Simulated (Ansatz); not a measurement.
Set up this calculation in Ansatz 0.2.0, as the native input.

```yaml
Task: single point
Functional: PBE
Potentials_or_basis: Ansatz PAW
Cutoff: "420 eV (not typed: the program's choice for these potentials)"
k_mesh: 5 × 5 × 5
Occupations: fermi-dirac, width 0.05 eV
Spin: no spin polarisation
```

Crystal: K3Pd.

```
Pd K
1.0
     5.44501    0.00000    0.00000
     0.00000    5.44501    0.00000
     0.00000    0.00000    5.44501
Pd K
1 3
Direct
  0.00133 0.99404 0.00002
  0.99255 0.49813 0.51154
  0.49815 0.99617 0.49248
  0.49194 0.50042 0.99672
```

The cell comes from a database or a generator and needn't be the stable form of this composition.

The cell isn't the ideal one: atoms moved at random, drawn with an rms of 0.05 Å.

These files were run (other wordings do the same):

input.yaml

```yaml
crystal:
  lattice:
    - [5.445013, 0.0, 0.0]
    - [0.0, 5.445013, 0.0]
    - [0.0, 0.0, 5.445013]
  atoms:
    - { symbol: Pd, position: [0.001327, -0.005957, 2.4e-05] }
    - { symbol: K, position: [-0.00745, 0.49813, 0.51154] }
    - { symbol: K, position: [0.498151, -0.003832, 0.492479] }
    - { symbol: K, position: [0.491938, 0.500419, -0.003275] }
hamiltonian:
  xc: pbe
  pseudopotentials: { kind: paw }
kpoints:
  mp_grid: { grid: [5, 5, 5] }
scf:
  occupations: { method: fermi_dirac, width: 0.05 }
output:
  forces: true
  stress: true
  eigenvalues: true
```

Potentials or basis: Ansatz PAW.

Command:

```sh
$ ansatz run input.yaml --threads 2 --pin off --max-ram 5120MiB --backend cpu --events-out ev --progress --plain --runs-dir out
```

Results of the run:

```yaml
Pressure: 0.0 GPa
Largest_force: 0.048 eV/Å
Band_gap_on_the_k_mesh: none (metal or under the smearing width)
```

Wall time 11 s on 2 threads of Arm Neoverse V2, with other jobs on the host, peak memory 0.55 GiB.
